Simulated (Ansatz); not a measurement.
# KRe3Pt2: the cost of one run

Method: DFT PBE, scalar-relativistic, plane waves, PAW, in Ansatz 0.2.0.

## (1) Starting point

It takes space group P-3m1 (No. 164, trigonal). Conventional cell: a = 6.117 Å, b = 6.117 Å, c = 3.540 Å, α = 90.00°, β = 90.00°, γ = 120.00°. K (site symmetry -3m) has 12 Re at 3.53 Å and 2 K at 3.54 Å and 6 Pt at 3.54 Å in its first shell of neighbours. Re (site symmetry 2/m) has 2 Pt at 2.33 Å in its first shell of neighbours. Pt (site symmetry 3m) has 3 Re at 2.33 Å in its first shell of neighbours.

Coordinates:

```cif
data_structure
_symmetry_space_group_name_H-M 'P-3m1'
_symmetry_Int_Tables_number 164
_cell_length_a 6.1170
_cell_length_b 6.1170
_cell_length_c 3.5400
_cell_angle_alpha 90.000
_cell_angle_beta 90.000
_cell_angle_gamma 120.000
_cell_volume 114.71
loop_
_atom_site_label
_atom_site_type_symbol
_atom_site_symmetry_multiplicity
_atom_site_Wyckoff_symbol
_atom_site_fract_x
_atom_site_fract_y
_atom_site_fract_z
_atom_site_occupancy
K1 K 1 a 0.00000 0.00000 0.00000 1
Re1 Re 3 f 0.50000 0.00000 0.50000 1
Pt1 Pt 2 d 0.33333 0.66667 0.93005 1
```

A structure generator made this guess: DyB2Ru3 type (P6/mmm) distorted into a subgroup (P-3m1, No. 164). Its size is a rough estimate.

## (2) The guess as it stands, on a coarse mesh

Contents of input.yaml:

```yaml
crystal:
  lattice:
    - [6.1169808, 0.0, 0.0]
    - [-3.0584904, 5.29746076, 0.0]
    - [0.0, 0.0, 3.54002795]
  atoms:
    - { symbol: K, position: [0.0, 0.0, 0.0] }
    - { symbol: Re, position: [0.5, 0.0, 0.5] }
    - { symbol: Re, position: [0.5, 0.5, 0.5] }
    - { symbol: Re, position: [0.0, 0.5, 0.5] }
    - { symbol: Pt, position: [0.33333333, 0.66666667, 0.9300537] }
    - { symbol: Pt, position: [0.66666667, 0.33333333, 0.0699463] }
basis:
  ecutwfc: 420
kpoints:
  mp_grid: { grid: [3, 3, 6] }
hamiltonian:
  xc: pbe
scf:
  occupations: { method: gaussian, width: 0.1 }
  lower_state_search: "off"
output:
  forces: true
  stress: true
  eigenvalues: true
```

Command:

```console
$ ansatz run input.yaml --threads 1 --pin off --max-ram 2560MiB --backend cpu --events-out ev --progress --plain --runs-dir out
```

Q: Estimate wall time and peak memory on 1 thread of Intel Xeon at 2.50GHz (Skylake/Cascade Lake), shared host.

About 9.3 s, with a peak of 0.43 GiB.
